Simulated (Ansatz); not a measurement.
# As2Se: the cost of one run

Program: Ansatz 0.2.0 through its Python package. The levels of theory stand in the script. These are calculated values, not measurements.

## (1) The system

The structure is tetragonal, space group I4_1/amd (No. 141). The conventional cell has a = 7.059 Å, b = 7.059 Å, c = 5.307 Å, α = 90.00°, β = 90.00°, γ = 90.00°. Around As (site symmetry 2/m) lie 2 Se at 2.66 Å and 4 As at 2.83 Å. Around Se (site symmetry -4m2) lie 4 As at 2.66 Å.

The script holds or builds the structure itself.

## (2) The code

The input, as2se.py:

```python
# -*- coding: utf-8 -*-
'''How the lattice of As2Se depends on the functional.'''

import ansatz as az
import numpy as np

CUTOFF_EV = 510
KMESH = (6, 6, 6)
OCCUPATIONS = 'Fermi-Dirac'
FMAX = 0.05

def edges_and_angles(cell):
    cell = np.asarray(cell)
    a, b, c = np.linalg.norm(cell, axis=1)
    cosines = cell[1] @ cell[2] / (b * c), cell[0] @ cell[2] / (a * c), cell[0] @ cell[1] / (a * b)
    return (a, b, c, *np.degrees(np.arccos(cosines)))


def main():
    crystal = (
        az.Lattice.from_parameters(7.05884, 7.05884, 5.30714, alpha=90, beta=90, gamma=90)
        .space_group(141, hermann_mauguin='I41/amd', origin_choice=1)
        .atom('As', (0.0, 0.75, 0.125))
        .atom('Se', (0.0, 0.0, 0.5))
        .primitive()
    )

    calc = (
        crystal.calculation()
        .basis(CUTOFF_EV)
        .kpoints(*KMESH)
        .occupations(OCCUPATIONS)
        .relax(cell=True, force_tolerance=FMAX)
    )

    levels = [('rpbe', 'none'), ('lda', 'none'), ('pbe', 'd3bj')]
    print('level            a       b       c    alpha   beta  gamma  V/atom  steps')
    for name, dispersion in levels:
        seen = []
        run = calc.functional(name, dispersion=dispersion).session().plan()
        res = run.execute(on_event=lambda e: seen.append(e) if e['event'] == 'relax_step' else None)
        cell = res.lattice.cell_ang
        label = name if dispersion == 'none' else f'{name}+{dispersion}'
        print('{:13s} {:7.4f} {:7.4f} {:7.4f} {:6.2f} {:6.2f} {:6.2f}'.format(label, *edges_and_angles(cell)), f'{abs(np.linalg.det(cell)) / len(res.lattice.sites):7.3f} {len(seen):5d}')


if __name__ == '__main__':
    main()
```

## (3) The input behind the calls

The engine receives this input (first run):

```yaml
crystal:
  lattice:
    a: 7.05884
    b: 7.05884
    c: 5.30714
    alpha: 90.0
    beta: 90.0
    gamma: 90.0
  space_group: 141
  setting:
    hermann_mauguin: I41/amd
    origin_choice: 1
  atoms:
    - { symbol: As, position: [0.0, 0.75, 0.125] }
    - { symbol: Se, position: [0.0, 0.0, 0.5] }
  reduce_to_primitive: true
basis:
  ecutwfc: 510.0
kpoints:
  mp_grid:
    grid: [6, 6, 6]
hamiltonian:
  xc: rpbe
  dispersion: none
scf:
  occupations:
    method: fermi_dirac
relax:
  f_tol: 0.05
  cell: {}
```

## (4) The run

Command:

```bash
python as2se.py
```

**Question.** How long does this script take on 1 thread of Arm Neoverse V1, shared host, and how much memory does it need?

About 3.2 min, with a peak of 0.65 GiB.
